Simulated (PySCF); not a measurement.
# C6H8O2: the cost of one run

Computed with PySCF 2.14.0 and routines of our own; the level stands in each step. Atoms count from 0.

## (1) The starting structure

16 atoms, charge 0, multiplicity 1; geometry from: GFN2-xTB.

## (2) Magnetic properties: GIAO B3LYP/pcSseg-1

The job: settings as JSON, then the geometry in Å.

```
{"job": {"kind": "mag", "xc": "B3LYP", "basis": "pcSseg-1", "isotopologues": 2}, "charge": 0, "multiplicity": 1}
C      1.696346     0.153138     1.640399
C      0.951939     0.187982     0.528262
C     -0.464158    -0.144167     0.547819
C     -1.273498    -0.226126    -0.506363
C     -2.714575    -0.587318    -0.419721
C      1.587366     0.613757    -0.747219
O      1.037197     1.164098    -1.667512
O      2.900424     0.333684    -0.784237
H      1.266026    -0.123687     2.588186
H      2.741858     0.403986     1.631819
H     -0.856102    -0.359791     1.535012
H     -0.903713    -0.016588    -1.499191
H     -3.324759     0.212939    -0.838144
H     -3.019832    -0.765397     0.608852
H     -2.909136    -1.484620    -1.007537
H      3.277018     0.647055    -1.621837
```

With the program's defaults for keys left out, this is: GIAO B3LYP/pcSseg-1 magnetisability, rotational g tensor and spin-rotation constants, non-relativistic, gas phase.

Started as:

```console
$ OMP_NUM_THREADS=1 python excited_run.py task.json out
```

This one command runs all jobs of the session in turn.

**Question.** How long does this first job take on 1 thread of Arm Neoverse V1, shared host, and how much memory does it need?

About 29 s, with a peak of 0.86 GiB.
